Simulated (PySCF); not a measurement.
AsH3, in a box:

```xyz
4
Lattice="12.0000 0.0000 0.0000 0.0000 11.0000 0.0000 0.0000 0.0000 11.0000" Properties=species:S:1:pos:R:3 pbc="T T T"
As    5.8643    6.0462    5.0455
H     6.4300    6.1889    6.4510
H     5.0120    4.8531    5.4526
H     7.0139    5.1461    4.6171
```

Program: PySCF 2.14.0. Alike in all runs: task atomic charges; potentials or basis pob-tzvp-rev2 (all-electron); no spin polarisation; cell as given; k mesh 1 × 1 × 1; smearing fixed.

**Question.** Order these runs on this cell by their band gap on the k mesh, lowest first.
A. level HSE03; exxdiv ewald
B. level HLE16
C. level r2SCAN0+D4; three-body dispersion term yes; exxdiv ewald
D. level SOGGA11

**Answer.** D (6.66 eV), B (7.13 eV), A (8.07 eV), C (9.18 eV).

Caveats: this is a molecule in a periodic box at the Γ point, so its band gap is the HOMO-LUMO gap; relativity is left out, which matters for the heavier elements; the basis of atomic orbitals isn't converged, which shifts pressures, moduli and gaps; this basis is made for solids and lacks diffuse functions, so gaps of a molecule come out too wide by an eV or more; this program's HSE differs a little from the usual definition (some runs).

A k mesh can miss the band edges.

Not every run made on this cell is shown here.
